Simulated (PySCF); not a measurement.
# SmF₂+: ligand-field states, part 2 of 2

PySCF 2.14.0. Atoms count from 0. Earlier steps stand in the parts before.

## 5. Ligand-field states: state-averaged CASSCF (bond angle at 150°)

The job: settings as JSON, then the geometry in Å.

```
{"job": {"kind": "lf", "basis": {"metal": "x2c-TZVPall", "ligand": "x2c-SVPall"}, "nevpt": false, "roots": {"6": 21, "4": 128, "2": 130}, "reuse": true}, "charge": 1, "metal": "Sm", "open_shell": "f5"}
Sm     0.000000     0.000000     0.000000
F      0.522297     0.000000     1.949238
F      0.522297     0.000000    -1.949238
```

Level: state-averaged CASSCF of the metal f shell, state-interaction spin-orbit coupling.

Output:

```text
basis functions 132, electrons 79, active (5e, 7o)
start from the orbitals of the previous structure
stage 1: DIIS on the effective Fock matrix, level shift 0.30
cycle   1  E = -10621.3116657186  dE = -1.062e+04  max|g| = 2.461e+01
cycle   2  E = -10621.8507084096  dE = -5.390e-01  max|g| = 2.438e-01
cycle   3  E = -10621.8566799331  dE = -5.972e-03  max|g| = 2.149e-01
cycle   4  E = -10621.8571011341  dE = -4.212e-04  max|g| = 1.831e-01
cycle   5  E = -10621.8523795000  dE =  4.722e-03  max|g| = 1.905e-01
cycle   6  E = -10621.8588182753  dE = -6.439e-03  max|g| = 1.788e-01
cycle   7  E = -10621.8601996946  dE = -1.381e-03  max|g| = 1.760e-01
cycle   8  E = -10621.8608376060  dE = -6.379e-04  max|g| = 1.828e-01
cycle   9  E = -10621.8598521358  dE =  9.855e-04  max|g| = 1.760e-01
cycle  10  E = -10621.8538611136  dE =  5.991e-03  max|g| = 2.173e-01
cycle  11  E = -10621.8259064087  dE =  2.795e-02  max|g| = 3.336e-01
cycle  12  E = -10621.7081579178  dE =  1.177e-01  max|g| = 5.962e-01
cycle  13  E = -10621.3689159377  dE =  3.392e-01  max|g| = 1.085e+00
cycle  14  E = -10620.9754801093  dE =  3.934e-01  max|g| = 1.468e+00
cycle  15  E = -10620.8295862318  dE =  1.459e-01  max|g| = 1.276e+00
stage 2: quasi-Newton rotations from the point of smallest gradient
cycle  17  E = -10621.8894333614  dE = -2.958e-02  max|g| = 3.503e-02
cycle  18  E = -10621.8912669280  dE = -1.834e-03  max|g| = 1.099e-02
cycle  19  E = -10621.8913582755  dE = -9.135e-05  max|g| = 4.854e-03
cycle  20  E = -10621.8913771573  dE = -1.888e-05  max|g| = 1.087e-03
cycle  21  E = -10621.8913780187  dE = -8.615e-07  max|g| = 3.844e-04
cycle  22  E = -10621.8913781486  dE = -1.298e-07  max|g| = 2.882e-04
cycle  23  E = -10621.8913781648  dE = -1.618e-08  max|g| = 2.842e-05
cycle  24  E = -10621.8913781656  dE = -8.404e-10  max|g| = 6.389e-06
converged average energy = -10621.8913781656

 mult deg   label        CASSCF/cm-1   NEVPT2/cm-1
   6   1   6B2                 0.0
   6   1   6A2                61.9
   6   1   6B1                69.3
   6   1   6A1               168.6
   6   1   6B1               289.4
   6   1   6B2               722.4
   6   1   6A1               725.3
   6   1   6B1              2164.3
   6   1   6A2              2164.3
   6   1   6B2              3689.6
   6   1   6A1              3689.6
   6   1   6B2              7030.4
   6   1   6A1              7030.7
   6   1   6A2              8048.9
   6   1   6B1              8050.7
   6   1   6B2              8440.8
   6   1   6A1              8588.6
   6   1   6B1              9061.9
   4   1   4B1             22016.1
   4   1   4A2             22016.1
   4   1   4A2             22131.9
   4   1   4B1             22134.8
   4   1   4B2             22167.8
   4   1   4A1             22167.8
   4   1   4B2             22307.7
   4   1   4A1             22307.9
   4   1   4A2             22345.1
   4   1   4B1             22347.5
   4   1   4A1             22478.4
   4   1   4B2             22524.2
   4   1   4A2             22545.8
   4   1   4B1             22546.3
   4   1   4A2             22592.6
   4   1   4B1             22699.2
   4   1   4A2             22699.2
   4   1   4B2             22763.9
   4   1   4A1             22763.9
   4   1   4A1             22914.2
   4   1   4B2             22937.9
   4   1   4B1             23049.1
   4   1   4A1             23106.1
   4   1   4B2             23106.2
   4   1   4A1             23151.2
   4   1   4B2             23154.8
   4   1   4A1             23246.6
   4   1   4B2             23248.7
   4   1   4A2             23381.8
   4   1   4B1             23555.4
   4   1   4A2             23555.6
   4   1   4B2             23709.6
   4   1   4A1             23820.4
   4   1   4B2             23873.0
   4   1   4A1             23875.7
   4   1   4B1             24100.4
   4   1   4A2             24114.3
   4   1   4B1             24351.0
   4   1   4A2             24351.0
   4   1   4B2             24355.5
   4   1   4A1             24408.4
   4   1   4B1             24450.9

spin-orbit levels / cm-1
      0.00  x2  6B1 0.22 6B2 0.21 6A1 0.19
    311.56  x2  6A2 0.16 6B2 0.16 6B1 0.16
   1010.19  x2  6B2 0.22 6B1 0.20 6A2 0.19
   1112.28  x2  6A2 0.22 6A1 0.22 6B1 0.21
   1679.09  x2  6B1 0.25 6B2 0.15 6A1 0.13
   2127.59  x2  6A2 0.19 6B1 0.19 6B2 0.17
   2399.38  x2  6B2 0.17 6A1 0.17 6A2 0.16
   2547.07  x2  6B1 0.21 6B1 0.13 6A2 0.13
   2905.18  x2  6B2 0.22 6A1 0.20 6B1 0.16
   3578.74  x2  6B2 0.22 6A1 0.22 6A2 0.18
   3695.01  x2  6B1 0.23 6B2 0.14 6A1 0.14
   3707.73  x2  6A2 0.17 6B1 0.17 6B1 0.15
   3751.80  x2  6B2 0.19 6A1 0.15 6B1 0.15
   4142.25  x2  6A1 0.19 6B2 0.17 6A2 0.17
   4709.77  x2  6B1 0.26 6A1 0.18 6B2 0.18
   5068.85  x2  6A2 0.23 6A1 0.21 6B2 0.21
   5074.30  x2  6B2 0.17 6A1 0.17 6A1 0.16
   5261.17  x2  6B1 0.22 6A2 0.22 6B1 0.17
   5360.75  x2  6B1 0.24 6B2 0.16 6A1 0.16
   5420.38  x2  6A1 0.31 6B2 0.31 6B1 0.16
   5840.51  x2  6A2 0.16 6B1 0.16 6B1 0.16
   6228.94  x2  6B2 0.17 6A1 0.17 6A2 0.16
   6637.28  x2  6B2 0.35 6B1 0.31 6A2 0.10
   6663.45  x2  6A1 0.21 6B2 0.21 6A1 0.18
   6690.78  x2  6A1 0.41 6B1 0.34 6B1 0.08
   6829.34  x2  6A2 0.15 6B1 0.15 6A1 0.14
   7191.20  x2  6A1 0.18 6B2 0.18 6B2 0.15
   7378.96  x2  6A2 0.20 6B1 0.20 6A1 0.15
   7733.13  x2  6B1 0.38 6A2 0.38 6B2 0.10
   8107.12  x2  6B1 0.23 6A2 0.23 6B2 0.18
```

Wall time 22 s (1 thread of Arm Neoverse N1, shared host); peak memory 0.45 GiB.

Warnings kept with the result: spin Hamiltonian not valid, low-lying orbital states.

In short:

```tsv
quantity	value
spin-orbit constant ζ	1213 cm⁻¹
```

Powder susceptibility:

```tsv
T (K)	χT (cm³ K/mol)	μ(eff)
2	0.034	0.52
20	0.046	0.60
100	0.101	0.90
300	0.291	1.52
```

## 6. Ligand-field states: state-averaged CASSCF (bond angle at 135°)

Settings changed since step 5:

```diff
@@ -2,3 +2,3 @@
 Sm     0.000000     0.000000     0.000000
-F      0.522297     0.000000     1.949238
-F      0.522297     0.000000    -1.949238
+F      0.772255     0.000000     1.864389
+F      0.772255     0.000000    -1.864389
```

With the program's defaults for keys left out, this is: state-averaged CASSCF of the metal f shell, state-interaction spin-orbit coupling.

Output:

```text
basis functions 132, electrons 79, active (5e, 7o)
start from the orbitals of the previous structure
stage 1: DIIS on the effective Fock matrix, level shift 0.30
cycle   1  E = -10620.6865047926  dE = -1.062e+04  max|g| = 3.800e+01
cycle   2  E = -10621.8105492604  dE = -1.124e+00  max|g| = 3.982e-01
cycle   3  E = -10621.7765242773  dE =  3.402e-02  max|g| = 4.507e-01
cycle   4  E = -10621.8833051867  dE = -1.068e-01  max|g| = 1.076e-01
cycle   5  E = -10621.8107322313  dE =  7.257e-02  max|g| = 2.626e-01
cycle   6  E = -10621.8185346859  dE = -7.802e-03  max|g| = 2.568e-01
cycle   7  E = -10621.8492036181  dE = -3.067e-02  max|g| = 1.825e-01
cycle   8  E = -10621.8881857455  dE = -3.898e-02  max|g| = 9.167e-02
cycle   9  E = -10621.8962087303  dE = -8.023e-03  max|g| = 2.407e-02
cycle  10  E = -10621.8957169786  dE =  4.918e-04  max|g| = 4.070e-02
cycle  11  E = -10621.8948151254  dE =  9.019e-04  max|g| = 6.628e-02
cycle  12  E = -10621.8786646207  dE =  1.615e-02  max|g| = 1.542e-01
cycle  13  E = -10621.8204818285  dE =  5.818e-02  max|g| = 2.951e-01
cycle  14  E = -10621.6292366690  dE =  1.912e-01  max|g| = 6.213e-01
cycle  15  E = -10620.8758039234  dE =  7.534e-01  max|g| = 1.322e+00
stage 2: quasi-Newton rotations from the point of smallest gradient
cycle  17  E = -10621.8971237420  dE = -9.150e-04  max|g| = 2.471e-02
cycle  18  E = -10621.8974889938  dE = -3.653e-04  max|g| = 3.820e-03
cycle  19  E = -10621.8975012699  dE = -1.228e-05  max|g| = 6.159e-04
cycle  20  E = -10621.8975025240  dE = -1.254e-06  max|g| = 2.077e-04
cycle  21  E = -10621.8975026168  dE = -9.285e-08  max|g| = 1.107e-04
cycle  22  E = -10621.8975026328  dE = -1.601e-08  max|g| = 2.848e-05
cycle  23  E = -10621.8975026343  dE = -1.486e-09  max|g| = 6.111e-06
converged average energy = -10621.8975026343

 mult deg   label        CASSCF/cm-1   NEVPT2/cm-1
   6   1   6B2                 0.0
   6   1   6B1               152.4
   6   1   6A1               222.4
   6   1   6A2               294.9
   6   1   6B1               325.7
   6   1   6B2               884.1
   6   1   6A1               894.7
   6   1   6A2              1798.8
   6   1   6B1              1799.6
   6   1   6B2              3077.8
   6   1   6A1              3077.8
   6   1   6B2              7028.5
   6   1   6A1              7030.4
   6   1   6A2              7839.8
   6   1   6B1              7846.2
   6   1   6B2              8122.3
   6   1   6A1              8423.0
   6   1   6B1              8594.1
   4   1   4B2             22293.0
   4   1   4A1             22293.0
   4   1   4A2             22298.5
   4   1   4B1             22298.6
   4   1   4A2             22373.2
   4   1   4A1             22388.6
   4   1   4B1             22413.9
   4   1   4B2             22445.0
   4   1   4A2             22460.1
   4   1   4A1             22463.2
   4   1   4B1             22480.4
   4   1   4B2             22499.7
   4   1   4A2             22524.1
   4   1   4B1             22633.6
   4   1   4A2             22634.2
   4   1   4A1             22681.5
   4   1   4B2             22681.6
   4   1   4A1             22719.1
   4   1   4B2             22755.1
   4   1   4B1             22827.1
   4   1   4A2             22827.1
   4   1   4A1             22997.9
   4   1   4B2             22998.2
   4   1   4B1             23050.3
   4   1   4A1             23061.7
   4   1   4B2             23076.6
   4   1   4A1             23231.5
   4   1   4B2             23240.1
   4   1   4A2             23381.6
   4   1   4B1             23390.1
   4   1   4A2             23413.6
   4   1   4B2             23640.7
   4   1   4A1             23686.9
   4   1   4B2             23745.1
   4   1   4B1             23867.1
   4   1   4A2             23950.7
   4   1   4A1             23953.4
   4   1   4B1             23993.4
   4   1   4A2             23993.4
   4   1   4B2             24063.6
   4   1   4A1             24216.6
   4   1   4B1             24224.4

spin-orbit levels / cm-1
      0.00  x2  6B1 0.25 6A1 0.22 6B2 0.21
    330.87  x2  6B2 0.19 6A2 0.15 6B1 0.15
   1017.72  x2  6B2 0.22 6B1 0.18 6A2 0.17
   1200.48  x2  6A1 0.24 6A2 0.19 6B1 0.19
   1607.00  x2  6B1 0.22 6A1 0.15 6B2 0.14
   2141.92  x2  6A2 0.16 6B2 0.16 6B1 0.16
   2313.33  x2  6B1 0.18 6A2 0.14 6B1 0.14
   2446.87  x2  6A1 0.18 6B1 0.17 6A2 0.17
   2817.54  x2  6B1 0.18 6A2 0.18 6B2 0.18
   3359.56  x2  6B1 0.25 6A1 0.22 6B2 0.22
   3536.63  x2  6B2 0.20 6B1 0.15 6A2 0.14
   3567.77  x2  6B2 0.21 6A1 0.20 6A2 0.14
   3762.78  x2  6A1 0.20 6A2 0.19 6B1 0.19
   4066.68  x2  6B2 0.17 6A1 0.15 6A1 0.13
   4432.66  x2  6B1 0.27 6A1 0.13 6B2 0.13
   4799.72  x2  6B2 0.20 6A1 0.20 6B2 0.19
   5064.85  x2  6A2 0.21 6B1 0.21 6A2 0.14
   5138.38  x2  6A1 0.26 6B1 0.20 6A2 0.19
   5276.90  x2  6B2 0.24 6A1 0.23 6A2 0.21
   5371.02  x2  6B1 0.24 6A1 0.18 6B2 0.15
   5629.60  x2  6B2 0.17 6B1 0.17 6B1 0.14
   6009.21  x2  6B2 0.14 6A1 0.14 6B1 0.14
   6439.57  x2  6B2 0.22 6A1 0.22 6B2 0.14
   6621.34  x2  6B1 0.33 6B2 0.25 6A1 0.17
   6685.95  x2  6A1 0.34 6B1 0.21 6B1 0.16
   6862.76  x2  6A1 0.21 6B2 0.21 6A1 0.20
   6878.39  x2  6A2 0.18 6B1 0.17 6A1 0.14
   7255.07  x2  6A1 0.19 6B2 0.19 6A2 0.14
   7258.09  x2  6B1 0.36 6A2 0.36 6B2 0.13
   7751.39  x2  6B1 0.22 6A2 0.22 6B2 0.13
```

Wall time 22 s (1 thread of Arm Neoverse N1, shared host); peak memory 0.45 GiB.

Warnings kept with the result: spin Hamiltonian not valid, low-lying orbital states.

Key values:

```tsv
quantity	value
spin-orbit constant ζ	1212 cm⁻¹
```

Powder susceptibility:

```tsv
T (K)	χT (cm³ K/mol)	μ(eff)
2	0.037	0.55
20	0.049	0.63
100	0.106	0.92
300	0.294	1.53
```

## 7. Ligand-field states: state-averaged CASSCF (bond angle at 120°)

Settings changed since step 6:

```diff
@@ -2,3 +2,3 @@
 Sm     0.000000     0.000000     0.000000
-F      0.772255     0.000000     1.864389
-F      0.772255     0.000000    -1.864389
+F      1.009000     0.000000     1.747639
+F      1.009000     0.000000    -1.747639
```

Level: state-averaged CASSCF of the metal f shell, state-interaction spin-orbit coupling.

Output:

```text
basis functions 132, electrons 79, active (5e, 7o)
start from the orbitals of the previous structure
stage 1: DIIS on the effective Fock matrix, level shift 0.30
cycle   1  E = -10620.6728565955  dE = -1.062e+04  max|g| = 3.960e+01
cycle   2  E = -10621.8147747314  dE = -1.142e+00  max|g| = 3.567e-01
cycle   3  E = -10621.7903550746  dE =  2.442e-02  max|g| = 4.237e-01
cycle   4  E = -10621.8832578595  dE = -9.290e-02  max|g| = 1.011e-01
cycle   5  E = -10621.8198332197  dE =  6.342e-02  max|g| = 2.993e-01
cycle   6  E = -10621.8305892866  dE = -1.076e-02  max|g| = 2.746e-01
cycle   7  E = -10621.8582912195  dE = -2.770e-02  max|g| = 1.742e-01
cycle   8  E = -10621.8906910400  dE = -3.240e-02  max|g| = 8.891e-02
cycle   9  E = -10621.8992671579  dE = -8.576e-03  max|g| = 2.704e-02
cycle  10  E = -10621.8998683688  dE = -6.012e-04  max|g| = 2.008e-02
cycle  11  E = -10621.8965799701  dE =  3.288e-03  max|g| = 7.631e-02
cycle  12  E = -10621.8758246563  dE =  2.076e-02  max|g| = 1.751e-01
cycle  13  E = -10621.7948192595  dE =  8.101e-02  max|g| = 3.955e-01
cycle  14  E = -10621.4988116747  dE =  2.960e-01  max|g| = 8.683e-01
cycle  15  E = -10620.5958103860  dE =  9.030e-01  max|g| = 1.770e+00
stage 2: quasi-Newton rotations from the point of smallest gradient
cycle  17  E = -10621.9002909153  dE = -4.225e-04  max|g| = 1.601e-02
cycle  18  E = -10621.9004616474  dE = -1.707e-04  max|g| = 2.827e-03
cycle  19  E = -10621.9004675972  dE = -5.950e-06  max|g| = 4.239e-04
cycle  20  E = -10621.9004681913  dE = -5.941e-07  max|g| = 1.787e-04
cycle  21  E = -10621.9004682352  dE = -4.390e-08  max|g| = 8.002e-05
cycle  22  E = -10621.9004682429  dE = -7.672e-09  max|g| = 1.908e-05
cycle  23  E = -10621.9004682435  dE = -5.966e-10  max|g| = 3.068e-06
converged average energy = -10621.9004682435

 mult deg   label        CASSCF/cm-1   NEVPT2/cm-1
   6   1   6B2                 0.0
   6   1   6B1                53.2
   6   1   6A1               173.0
   6   1   6A2               359.4
   6   1   6B1               435.9
   6   1   6B2               934.3
   6   1   6A1               944.2
   6   1   6A2              1462.4
   6   1   6B1              1469.1
   6   1   6B2              2393.5
   6   1   6A1              2393.5
   6   1   6B2              7008.2
   6   1   6A1              7012.9
   6   1   6A2              7620.6
   6   1   6B1              7624.2
   6   1   6B2              7752.8
   6   1   6B1              8114.0
   6   1   6A1              8193.8
   4   1   4B2             22162.9
   4   1   4A1             22162.9
   4   1   4A1             22235.7
   4   1   4A2             22273.7
   4   1   4B2             22347.5
   4   1   4B1             22348.9
   4   1   4A2             22357.9
   4   1   4B1             22440.1
   4   1   4A2             22441.2
   4   1   4A1             22453.6
   4   1   4B2             22464.7
   4   1   4A1             22504.2
   4   1   4B2             22540.2
   4   1   4A2             22658.6
   4   1   4B1             22666.9
   4   1   4B1             22676.1
   4   1   4A2             22699.3
   4   1   4B2             22762.5
   4   1   4A1             22763.2
   4   1   4B1             22869.4
   4   1   4A2             22870.0
   4   1   4A1             22881.6
   4   1   4B2             22884.1
   4   1   4B1             22912.0
   4   1   4A1             22944.9
   4   1   4B2             22954.4
   4   1   4A1             23131.5
   4   1   4B1             23133.5
   4   1   4A2             23138.4
   4   1   4B2             23154.9
   4   1   4B2             23295.8
   4   1   4A2             23372.6
   4   1   4A1             23392.6
   4   1   4B1             23456.0
   4   1   4B1             23532.5
   4   1   4A2             23534.3
   4   1   4B2             23594.4
   4   1   4A2             23663.5
   4   1   4B2             23688.8
   4   1   4A1             23883.4
   4   1   4B1             23944.9
   4   1   4A1             24026.9

spin-orbit levels / cm-1
      0.00  x2  6B1 0.27 6A1 0.26 6B2 0.18
    348.95  x2  6B2 0.23 6A2 0.16 6B1 0.14
    981.76  x2  6B2 0.20 6B1 0.17 6A2 0.15
   1209.77  x2  6A1 0.25 6A2 0.15 6B1 0.13
   1583.49  x2  6A1 0.18 6B1 0.16 6B2 0.16
   2044.06  x2  6B2 0.16 6A1 0.16 6B2 0.13
   2078.51  x2  6A1 0.14 6B1 0.14 6A2 0.13
   2425.82  x2  6A1 0.24 6A2 0.17 6B1 0.15
   2795.71  x2  6A2 0.17 6B1 0.17 6A1 0.12
   3064.41  x2  6B1 0.22 6B2 0.20 6A1 0.20
   3288.01  x2  6B2 0.20 6B2 0.15 6A1 0.15
   3452.19  x2  6A1 0.17 6B2 0.17 6A2 0.16
   3743.10  x2  6A1 0.28 6A2 0.17 6B1 0.14
   4072.45  x2  6A1 0.18 6B2 0.13 6B2 0.12
   4235.60  x2  6B1 0.22 6B1 0.15 6A2 0.15
   4520.97  x2  6B2 0.22 6B2 0.20 6A1 0.20
   4818.43  x2  6B1 0.20 6A2 0.18 6B2 0.18
   5043.16  x2  6A2 0.23 6B1 0.23 6B2 0.16
   5143.67  x2  6A1 0.30 6B1 0.19 6A2 0.16
   5397.68  x2  6A1 0.21 6B1 0.19 6A1 0.12
   5540.03  x2  6B2 0.20 6B1 0.16 6B2 0.16
   5778.25  x2  6B1 0.16 6A2 0.15 6B2 0.15
   6163.95  x2  6B2 0.21 6A1 0.21 6B1 0.16
   6547.78  x2  6A1 0.24 6B2 0.24 6B2 0.23
   6622.70  x2  6A1 0.37 6B1 0.34 6B2 0.09
   6697.50  x2  6A2 0.21 6B2 0.20 6A1 0.18
   6814.02  x2  6B1 0.31 6A2 0.30 6B2 0.16
   6910.31  x2  6B1 0.20 6A1 0.15 6A2 0.15
   7207.09  x2  6B2 0.21 6A1 0.20 6B1 0.14
   7545.63  x2  6B1 0.19 6B2 0.19 6A2 0.19
```

It took 23 s on 1 thread of Arm Neoverse N1, shared host; peak memory 0.45 GiB.

Warnings kept with the result: spin Hamiltonian not valid, low-lying orbital states.

From this job:

```tsv
quantity	value
spin-orbit constant ζ	1211 cm⁻¹
```

Powder susceptibility:

```tsv
T (K)	χT (cm³ K/mol)	μ(eff)
2	0.038	0.55
20	0.051	0.64
100	0.112	0.94
300	0.298	1.54
```

## 8. The runs side by side

From the CASSCF states (cm⁻¹; the spread is that of the fitted one-electron ligand-field levels):

```tsv
step	setting	ground state	next state	orbital spread	ζ	μ(eff), 300 K
2	as given	6Deltau	6Piu at 307	5670	1214	1.54
3	bond angle at 170	6A2	6B1 at 0	5515	1214	1.54
4	bond angle at 160	6A2	6B1 at 2	5085	1213	1.53
5	bond angle at 150	6B2	6A2 at 62	4471	1213	1.52
6	bond angle at 135	6B2	6B1 at 152	3416	1212	1.53
7	bond angle at 120	6B2	6B1 at 53	2629	1211	1.54
```

## 9. Outcome

What follows sums up all 2 parts.

```
                                                         quantity       value
            spin-orbit constant ζ (step 2, state-averaged CASSCF)   1214 cm⁻¹
ground multiplicity, μ(eff) at 300 K (step 2, 2 donors at 2.02 Å)  6, 1.54 μB
ground multiplicity, μ(eff) at 300 K (step 3, 2 donors at 2.02 Å)  6, 1.54 μB
ground multiplicity, μ(eff) at 300 K (step 4, 2 donors at 2.02 Å)  6, 1.53 μB
ground multiplicity, μ(eff) at 300 K (step 5, 2 donors at 2.02 Å)  6, 1.52 μB
ground multiplicity, μ(eff) at 300 K (step 6, 2 donors at 2.02 Å)  6, 1.53 μB
ground multiplicity, μ(eff) at 300 K (step 7, 2 donors at 2.02 Å)  6, 1.54 μB
```

What this shows: In step 2, χT goes from 0.04 at 2 K to 0.30 cm³ K/mol at 300 K, as higher levels fill or mix in. The spread of the ligand-field levels runs from 2629 cm⁻¹ (bond angle at 120) to 5670 cm⁻¹ (as given); μ(eff) at 300 K: 1.52 to 1.54 μB.
